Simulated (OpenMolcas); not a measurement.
# BHOF2 (difluorohydroxyborane) at O3LYP/ANO-XS-VDZP (DKH2)

Aim: the vertical electron affinity of BHOF2 (difluorohydroxyborane) at O3LYP/ANO-XS-VDZP (DKH2), from 2 runs. 

Program for the calculation: OpenMolcas 26.06.

### 1 The structure to begin with

BHOF2 has 5 atoms, charge 0, and is taken as a singlet. SMILES: `OB(F)F`. The shape is that of a GFN2-xTB optimisation.

Bond lengths: O1–B2 1.319 Å, B2–F3 1.314 Å, B2–F4 1.327 Å, O1–H5 0.958 Å. Angles: O1–B2–F3 121.0°, O1–B2–F4 123.1°, F3–B2–F4 115.9°, B2–O1–H5 117.7°.

### 2 Energy and gradient at O3LYP/ANO-XS-VDZP (DKH2)

struct.xyz reads:

```xyz
5

O      0.031910     0.983470     0.158720
B      0.104930    -0.333240     0.136890
F      0.724520    -0.991730     1.090370
F     -0.428080    -1.073520    -0.827330
H     -0.433280     1.415020    -0.558650
```

job.inp reads:

```
&GATEWAY
COORD
struct.xyz
BASIS
ANO-XS-VDZP
GROUP
NoSym
&SEWARD
RELATIVISTIC
R02E00
GRIDINPUT
Grid=SG1Grid
End of Grid
&SCF
KSDFT
O3LYP
PRORBITALS
1 1
&ALASKA
```

Started as:

```sh
$ export MOLCAS_MEM=1860
$ pymolcas job.inp > job.log
```

Standard output:

```text
--- Start Module: gateway ---
[...]
--- Stop Module: gateway /rc=_RC_ALL_IS_WELL_ ---
[...]
      Basis functions           61
[...]
--- Start Module: scf ---
[...]
       Convergence after  13 Iterations
[...]
::    Total KS-DFT energy                            -300.6525127425
[...]
      Total spin, S                                     0.0000000000
[...]
      Total electronic charge=   32.000000
      Total            charge=   -0.000000
[...]
      Dipole Moment (debye):
      Origin of the operator (angstrom)=    0.1039   -0.3901    0.1285
                   X= -8.8456E-01               Y=  1.6162E+00               Z= -1.2754E+00           Total=  2.2408E+00
      Quadrupole Moment (debye*angstrom):
[...]
--- Stop Module: scf /rc=_RC_ALL_IS_WELL_ ---
[...]
--- Start Module: alaska ---
[...]
 *              Molecular gradients               *
 **************************************************
  Irreducible representation: a
 ------------------------------------------------------------------------------------------
                              X                       Y                       Z
 ------------------------------------------------------------------------------------------
  O1               -3.13596234082536E-03   -4.25908322342305E-02   -9.98051757387319E-03
  B2                4.14163441608750E-03    1.58837973397743E-02    8.75816503129023E-03
  F3               -1.46352149265283E-02    9.32690797220381E-03   -2.32281858632266E-02
  F4                1.19436344213764E-02    1.30736317444100E-02    2.11046252248099E-02
  H5                1.68590842990568E-03    4.30649517779802E-03    3.34591318104893E-03
 ------------------------------------------------------------------------------------------
--- Stop Module: alaska /rc=_RC_ALL_IS_WELL_ ---
[...]
```

Run time: 5.1 s. Hardware: 1 thread of Arm Neoverse V1, shared host; peak memory 0.4 GiB.

### 3 The doublet anion at the same level

struct.xyz is that of step 2.

job.inp reads:

```
>>> EXPORT MOLCAS_PRINT=2

&GATEWAY
 Coord=struct.xyz
 Basis=ANO-XS-VDZP
 Group=NoSym

&SEWARD
 Relativistic=R02E00
 GridInput
 Grid=SG1Grid
 End of Grid

&SCF
 UHF
 Charge=-1
 Spin=2
 KSDFT=O3LYP
 PrOrbitals=1 1

&ALASKA
```

Started as:

```sh
$ export MOLCAS_MEM=1860
$ pymolcas job.inp > job.log
```

Standard output:

```text
--- Start Module: gateway ---
[...]
--- Stop Module: gateway /rc=_RC_ALL_IS_WELL_ ---
[...]
      Basis functions           61
[...]
--- Start Module: scf ---
[...]
       Convergence after  18 Iterations
[...]
::    Total KS-DFT energy                            -300.5136746811
[...]
      Total spin, S                                     0.5003215249
[...]
      Total electronic charge=   33.000000
      Total            charge=   -1.000000
[...]
      Dipole Moment (debye):
      Origin of the operator (angstrom)=    0.1039   -0.3901    0.1285
                   X=  1.0590E+00               Y= -4.0076E+00               Z=  1.2921E+00           Total=  4.3419E+00
      Center of Charge (angstrom)
[...]
--- Stop Module: scf /rc=_RC_ALL_IS_WELL_ ---
[...]
--- Start Module: alaska ---
[...]
 *              Molecular gradients               *
 **************************************************
  Irreducible representation: a
 ------------------------------------------------------------------------------------------
                              X                       Y                       Z
 ------------------------------------------------------------------------------------------
  O1               -5.02212426951588E-02    9.15813285936906E-03   -8.14400843879748E-02
  B2                1.36620194658893E-02   -3.80689162815431E-02    1.78255553207836E-02
  F3               -3.14225167424773E-02    4.08306888348253E-02   -4.73065527841126E-02
  F4                1.69473312978381E-02    3.58598718646004E-02    3.21615653461969E-02
  H5                5.10344086738899E-02   -4.77797772773738E-02    7.87595165051392E-02
 ------------------------------------------------------------------------------------------
--- Stop Module: alaska /rc=_RC_ALL_IS_WELL_ ---
[...]
```

It took 6.9 s on 1 thread of Arm Neoverse V1, shared host; peak memory 0.4 GiB.

### 4 Results

Level: O3LYP/ANO-XS-VDZP (DKH2).

| quantity | value |
| --- | --- |
| singlet BHOF2: total energy | -300.65251 Eh |
| singlet BHOF2: dipole moment | 2.24 D |
| singlet BHOF2: HOMO energy | -9.46 eV |
| singlet BHOF2: LUMO energy | 0.91 eV |
| singlet BHOF2: HOMO–LUMO gap | 10.37 eV |
| singlet BHOF2: largest force on an atom | 2.255 eV/Å |
| doublet anion: total energy | -300.51367 Eh |
| doublet anion: HOMO energy (highest over α and β) | 6.55 eV |
| doublet anion: LUMO energy (lowest over α and β) | 7.61 eV |
| doublet anion: ⟨S²⟩ | 0.751 |
| doublet anion: largest force on an atom | 5.415 eV/Å |
| vertical electron affinity (to the doublet anion) | -3.778 eV |

**Reading.** The anion lies 3.78 eV (87 kcal/mol) above the neutral: the electron isn't bound at this level, and such a value depends on the basis. Without diffuse functions anions come out too high. The largest force (singlet BHOF2) is 2.26 eV/Å: the shape isn't a stationary point for this species at this level. The HOMO (doublet anion) lies at positive energy, 6.55 eV; only total energies tell whether the electron is bound.
